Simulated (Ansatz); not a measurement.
**Reference phase of Rb, 1 atom**

Wanted: energy, pressure and frontier levels of the defect-free cell (PBEsol, HSE06 and r²SCAN).

Program: Ansatz 0.2.0, PAW, plane waves. These are calculated values, not measurements.

## (1) Starting point

1 atoms (1 Rb); a = 4.834 Å, b = 4.834 Å, c = 4.834 Å, α = 109.47°, β = 109.47°, γ = 109.47°.

Steps to follow: (2) PBEsol single point at a 8×8×8 mesh, on 7 threads of Arm Neoverse-V2; (3) HSE06 single point at a 8×8×8 mesh, on 7 threads of Arm Neoverse-V2; (4) r²SCAN single point at a 8×8×8 mesh, on 7 threads of Arm Neoverse-V2.

Coordinates:

```xyz
1
Lattice="-2.7910 2.7910 2.7910 2.7910 -2.7910 2.7910 2.7910 2.7910 -2.7910" Properties=species:S:1:pos:R:3 pbc="T T T"
Rb    0.0000    0.0000    0.0000
```

## (2) Single point with PBEsol

File in.yaml:

```yaml
crystal:
  lattice:
    - [-2.791017, 2.791017, 2.791017]
    - [2.791017, -2.791017, 2.791017]
    - [2.791017, 2.791017, -2.791017]
  atoms:
    - { symbol: Rb, position: [0.000000, 0.000000, 0.000000] }
kpoints:
  mp_grid: { grid: [8, 8, 8] }
hamiltonian:
  xc: pbesol
scf:
  occupations: { method: fermi_dirac, width: 0.1 }
output:
  forces: true
  eigenvalues: true
  stress: true
  populations: true
```

Run with:

```console
$ ansatz run in.yaml --threads 7 --pin off --max-ram 13300MiB --runs-dir r --events-out ev --progress --plain
```

## (3) Single point with HSE06

in.yaml: that of step 2 with these lines changed.

```diff
@@ -10,3 +10,3 @@
 hamiltonian:
-  xc: pbesol
+  xc: hse06
 scf:
@@ -16,3 +16,2 @@
   eigenvalues: true
-  stress: true
   populations: true
```

## (4) r²SCAN on the same atoms

in.yaml: that of step 3 with these lines changed.

```diff
@@ -10,3 +10,3 @@
 hamiltonian:
-  xc: hse06
+  xc: r2scan
 scf:
```

**Question.** What will these runs give? Wanted: for each run, energy; pressure.

The runs gave:

```
 level                   time  energy (eV/atom)  pressure (GPa)
PBEsol  0.4 s (7 CPU threads)        -3216.9886           -0.01
 HSE06  9.2 s (7 CPU threads)        -3269.8056               -
r²SCAN  0.8 s (7 CPU threads)        -3277.9867               -
```

**Reading.** No level run gives a gap: levels at the Fermi energy are partly filled.
